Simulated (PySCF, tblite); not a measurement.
# C5H2FO3−: dynamics, then NMR shifts on frames

How do NMR shifts of C5H2FO3− (`O=C([O-])c1ccc(F)o1`) change as the atoms move?

The runs use tblite 0.8.0 and PySCF 2.14.0, with density-fitted response routines of our own; the level of theory stands in each step. All values are computed, except where a source is named. Atoms are numbered from 0 throughout.

## 1. Starting geometry

11 atoms, charge -1, multiplicity 1; geometry from: GFN2-xTB.

Bonds of the start (Å): O0–C1 1.24, C1–O2 1.23, C1–C3 1.57, C3–C4 1.37, C4–C5 1.42, C5–C6 1.36, C6–F7 1.35, C6–O8 1.33, O8–C3 1.36, C4–H9 1.07, C5–H10 1.07.

## 2. Dynamics with GFN2-xTB

The job: settings as JSON, then the geometry in Å.

```
{"job": {"kind": "md", "xc": "GFN2-xTB", "basis": "xTB", "temperature": 300, "steps": 2000, "every": 50, "frames": 5}, "charge": -1, "multiplicity": 1}
O      2.689774     0.915739     0.136510
C      2.163324    -0.194223     0.006275
O      2.658689    -1.314339    -0.110021
C      0.597072    -0.126036    -0.008841
C     -0.211423     0.971162     0.104108
C     -1.553834     0.516478     0.033771
C     -1.436380    -0.826061    -0.116324
F     -2.393802    -1.768187    -0.234959
O     -0.173936    -1.239574    -0.145592
H      0.124957     1.979986     0.223809
H     -2.459018     1.087724     0.085299
```

Level: GFN2-xTB Langevin dynamics, gas phase.

Command:

```sh
> OMP_NUM_THREADS=1 python probes_run.py task.json out
```

One launch serves the whole session: the jobs run in the order shown.

Output:

```text
t/fs     T/K      E/eV
    0.0   263.2   -786.04638
   25.0   150.2   -785.81858
   50.0   247.5   -785.94863
   75.0   127.5   -785.88637
  100.0   167.4   -785.86439
  125.0   139.9   -785.87081
  150.0   280.6   -785.85194
  175.0   264.7   -785.76840
  200.0   303.7   -785.72605
  225.0   324.6   -785.67918
  250.0   218.8   -785.57494
  275.0   251.7   -785.66216
  300.0   336.3   -785.76926
  325.0   263.3   -785.78233
  350.0   394.6   -785.73928
  375.0   367.7   -785.76967
  400.0   348.3   -785.80435
  425.0   343.4   -785.76348
  450.0   251.0   -785.63289
  475.0   218.4   -785.76652
  500.0   212.6   -785.71356
  525.0   243.5   -785.78410
  550.0   189.2   -785.73770
  575.0   160.4   -785.71118
  600.0   203.3   -785.82280
  625.0   188.4   -785.80573
  650.0   172.4   -785.82831
  675.0   169.7   -785.72613
  700.0   209.5   -785.81299
  725.0   224.6   -785.80965
  750.0   252.9   -785.83071
  775.0   241.7   -785.76417
  800.0   226.5   -785.82677
  825.0   190.2   -785.79254
  850.0   324.9   -785.86404
  875.0   388.0   -785.68584
  900.0   343.0   -785.76159
  925.0   380.4   -785.86412
  950.0   282.6   -785.66242
  975.0   324.5   -785.71583
 1000.0   290.9   -785.64956
```

It took 18 s on 1 thread of Intel Xeon Platinum 8175M at 2.50GHz, shared host; peak memory 0.18 GiB.

Distance from the start (root mean square after alignment): 0 fs 0.00 Å, 200 fs 0.15 Å, 400 fs 0.20 Å, 600 fs 0.19 Å, 800 fs 0.12 Å, 1000 fs 0.19 Å.

Positions (Å) and forces (eV/Å) at 1000 fs:

```xyz
11

O     2.801   -0.904   -0.783   -1.440   -0.718    0.439
C     1.819   -1.661   -0.594    0.641   -0.685   -0.744
O     1.741   -2.903   -0.583    0.589    0.391    0.148
C     0.427   -1.007   -0.457    0.172    2.586   -0.105
C     0.051    0.287   -0.762    0.225    1.871   -0.249
C    -1.264    0.480   -0.261   -0.138    1.238   -0.417
C    -1.608   -0.701    0.264   -0.214    0.370    0.598
F    -2.700   -1.006    0.998    0.081   -0.340   -0.142
O    -0.604   -1.534    0.205    0.013   -2.794    0.529
H     0.551    1.208   -1.167   -0.080   -1.709    0.192
H    -1.855    1.385   -0.238    0.152   -0.211   -0.249
```

## 3. Shielding tensors: 250 fs, PBE0/pcSseg-1

The job: settings as JSON, then the geometry in Å.

```
{"job": {"kind": "nmr", "xc": "PBE0", "basis": "pcSseg-1", "pop": false}, "charge": -1, "multiplicity": 1}
O      2.671300     0.244900     0.103800
C      2.039300    -0.803600    -0.092700
O      2.206000    -1.821300    -0.683300
C      0.443400    -0.629300     0.205400
C     -0.306800     0.523200     0.351500
C     -1.678800     0.219600     0.287800
C     -1.731500    -1.085500     0.093000
F     -2.750100    -1.892500     0.100000
O     -0.465600    -1.632300     0.059700
H      0.206000     1.452000     0.618300
H     -2.514400     0.880000     0.329700
```

With the program's defaults for keys left out, this is: GIAO PBE0/pcSseg-1 NMR shielding, non-relativistic, gas phase.

Output:

```text
coarse grid: 11016 points
cycle   1  E = -516.3007365887  dE =  2.024e+00  |g| = 1.202e+00  |ddm| = 3.387e+00
cycle   2  E = -515.8930700396  dE =  4.077e-01  |g| = 1.917e+00  |ddm| = 3.025e+00
cycle   3  E = -516.5688524093  dE = -6.758e-01  |g| = 1.635e-01  |ddm| = 2.098e+00
cycle   4  E = -516.5722154050  dE = -3.363e-03  |g| = 1.163e-01  |ddm| = 2.436e-01
cycle   5  E = -516.5744271843  dE = -2.212e-03  |g| = 4.667e-02  |ddm| = 1.183e-01
cycle   6  E = -516.5748412714  dE = -4.141e-04  |g| = 7.325e-03  |ddm| = 3.815e-02
cycle   7  E = -516.5748495205  dE = -8.249e-06  |g| = 3.549e-03  |ddm| = 8.217e-03
cycle   8  E = -516.5748522638  dE = -2.743e-06  |g| = 8.282e-04  |ddm| = 3.586e-03
final grid: 112016 points
cycle   9  E = -516.6659249196  dE = -1.522e-05  |g| = 1.461e-02  |ddm| = 2.906e-02
cycle  10  E = -516.6658590967  dE =  6.582e-05  |g| = 2.407e-02  |ddm| = 2.668e-02
cycle  11  E = -516.6659615860  dE = -1.025e-04  |g| = 1.586e-03  |ddm| = 1.706e-02
cycle  12  E = -516.6659621514  dE = -5.654e-07  |g| = 3.707e-04  |ddm| = 1.724e-03
cycle  13  E = -516.6659621707  dE = -1.930e-08  |g| = 1.713e-04  |ddm| = 3.448e-04
cycle  14  E = -516.6659621761  dE = -5.329e-09  |g| = 6.506e-05  |ddm| = 1.738e-04
cycle  15  E = -516.6659621768  dE = -7.819e-10  |g| = 1.634e-05  |ddm| = 5.779e-05
converged SCF energy = -516.6659621768

GIAO shielding tensors (ppm)
atom      isotropic    diamagn.    paramagn.     s11        s22        s33       span
  0 O       49.196     407.705    -358.509   -126.141     77.626    196.102    322.243
  1 C       34.543     244.058    -209.515    -70.023     40.835    132.816    202.839
  2 O       21.785     403.967    -382.182   -142.848    -21.814    230.017    372.866
  3 C       13.654     258.866    -245.212    -93.177     33.709    100.430    193.608
  4 C       74.689     254.501    -179.812    -11.311     82.779    152.599    163.909
  5 C      104.864     257.931    -153.068     48.112     96.446    170.033    121.921
  6 C       23.376     255.115    -231.739    -41.454     49.483     62.100    103.553
  7 F      315.981     470.808    -154.828    261.658    326.873    359.411     97.753
  8 O       21.088     402.678    -381.590   -115.221      0.917    177.569    292.789
  9 H       25.154      33.413      -8.259     22.112     26.030     27.319      5.207
 10 H       26.882      32.288      -5.406     24.362     26.958     29.326      4.964
```

It took 28 s on 1 thread of Intel Xeon Platinum 8175M at 2.50GHz, shared host; peak memory 0.73 GiB.

Shifts follow as δ = σ(reference) − σ, with reference shieldings (ppm) from runs at the same level and on the same kind of geometry: ¹H TMS 31.72, ¹³C TMS 186.9, ¹⁹F CFCl3 170.9, ¹⁷O H2O 336.1. The references are single molecules in the gas phase, so shifts against H2O, NH3, PH3, H3PO4 or CFCl3 are not on the usual liquid scales and can be off by tens of ppm. Each atom is listed at this fixed geometry, with no averaging over motion; a spectrum would average atoms that exchange fast.

| atoms | environment | σ (ppm) | δ (ppm) |
| --- | --- | --- | --- |
| C3 | substituted aromatic carbon next to the ring oxygen | 13.7 | 173.3 |
| C6 | aromatic carbon bearing fluorine | 23.4 | 163.5 |
| C1 | carboxylate carbon | 34.5 | 152.4 |
| C4 | aromatic CH | 74.7 | 112.2 |
| C5 | aromatic CH | 104.9 | 82.1 |
| H9 | hydrogen on an aromatic CH | 25.15 | 6.56 |
| H10 | hydrogen on an aromatic CH | 26.88 | 4.83 |
| O8 | aromatic ring oxygen | 21.1 | 315.0 |
| O2 | carboxylate oxygen | 21.8 | 314.3 |
| O0 | carboxylate oxygen | 49.2 | 286.9 |
| F7 | aryl fluorine | 316.0 | -145.0 |

Ring of atoms C3, C4, C5, C6, O8: NICS(0) -12.4, NICS(1) -9.4, NICS(1)zz -22.5 ppm (means of both faces).

## 4. Shielding tensors: 425 fs, PBE0/pcSseg-1

The job: settings as JSON, then the geometry in Å.

```
{"job": {"kind": "nmr", "xc": "PBE0", "basis": "pcSseg-1", "pop": false}, "charge": -1, "multiplicity": 1}
O      2.785700    -0.163100     0.189900
C      2.077100    -1.083100    -0.229500
O      2.310700    -2.125800    -0.829000
C      0.512600    -0.933300     0.138900
C     -0.134400     0.199700     0.496700
C     -1.458400    -0.041600     0.814100
C     -1.529700    -1.378200     0.558400
F     -2.582600    -2.175700     0.624300
O     -0.381900    -1.947300     0.276700
H      0.363800     1.139100     0.483200
H     -2.291200     0.682100     0.946200
```

With the program's defaults for keys left out, this is: GIAO PBE0/pcSseg-1 NMR shielding, non-relativistic, gas phase.

Output:

```text
coarse grid: 11016 points
cycle   1  E = -516.2998098525  dE =  2.065e+00  |g| = 1.215e+00  |ddm| = 3.388e+00
cycle   2  E = -515.6630752029  dE =  6.367e-01  |g| = 2.141e+00  |ddm| = 3.550e+00
cycle   3  E = -516.5674595301  dE = -9.044e-01  |g| = 2.474e-01  |ddm| = 2.733e+00
cycle   4  E = -516.5788388085  dE = -1.138e-02  |g| = 1.309e-01  |ddm| = 3.703e-01
cycle   5  E = -516.5811107581  dE = -2.272e-03  |g| = 7.054e-02  |ddm| = 1.420e-01
cycle   6  E = -516.5820376045  dE = -9.268e-04  |g| = 1.490e-02  |ddm| = 6.444e-02
cycle   7  E = -516.5820743895  dE = -3.679e-05  |g| = 6.891e-03  |ddm| = 1.548e-02
cycle   8  E = -516.5820825253  dE = -8.136e-06  |g| = 1.480e-03  |ddm| = 5.562e-03
final grid: 112016 points
cycle   9  E = -516.6730396183  dE = -1.079e-05  |g| = 1.502e-02  |ddm| = 2.844e-02
cycle  10  E = -516.6729695660  dE =  7.005e-05  |g| = 2.466e-02  |ddm| = 3.067e-02
cycle  11  E = -516.6730789153  dE = -1.093e-04  |g| = 1.462e-03  |ddm| = 1.929e-02
cycle  12  E = -516.6730793959  dE = -4.806e-07  |g| = 3.433e-04  |ddm| = 1.560e-03
cycle  13  E = -516.6730794144  dE = -1.849e-08  |g| = 1.360e-04  |ddm| = 3.190e-04
cycle  14  E = -516.6730794181  dE = -3.704e-09  |g| = 3.652e-05  |ddm| = 1.187e-04
cycle  15  E = -516.6730794183  dE = -2.516e-10  |g| = 1.514e-05  |ddm| = 4.270e-05
converged SCF energy = -516.6730794183

GIAO shielding tensors (ppm)
atom      isotropic    diamagn.    paramagn.     s11        s22        s33       span
  0 O       32.152     407.754    -375.602   -141.422     34.002    203.876    345.298
  1 C       28.706     239.902    -211.196    -73.598     45.667    114.047    187.645
  2 O       10.943     403.237    -392.294   -181.208    -34.201    248.239    429.447
  3 C       25.279     259.626    -234.347    -72.419     49.620     98.635    171.054
  4 C       76.063     255.356    -179.293     -9.256     73.960    163.486    172.742
  5 C      104.045     258.601    -154.557     49.597     98.626    163.911    114.314
  6 C       25.374     254.015    -228.641    -40.050     52.714     63.457    103.507
  7 F      301.255     471.076    -169.821    223.146    327.419    353.199    130.053
  8 O       49.030     402.400    -353.370    -91.346     14.621    223.815    315.161
  9 H       25.736      34.778      -9.041     22.584     26.557     28.069      5.485
 10 H       25.887      30.900      -5.013     23.286     25.969     28.406      5.120
```

It took 24 s on 1 thread of Intel Xeon Platinum 8175M at 2.50GHz, shared host; peak memory 0.75 GiB.

This run: δ C3 161.6, C6 161.6, C1 158.2, C4 110.9, H9 5.98, H10 5.83 ppm.

[end of part 1 of 2]
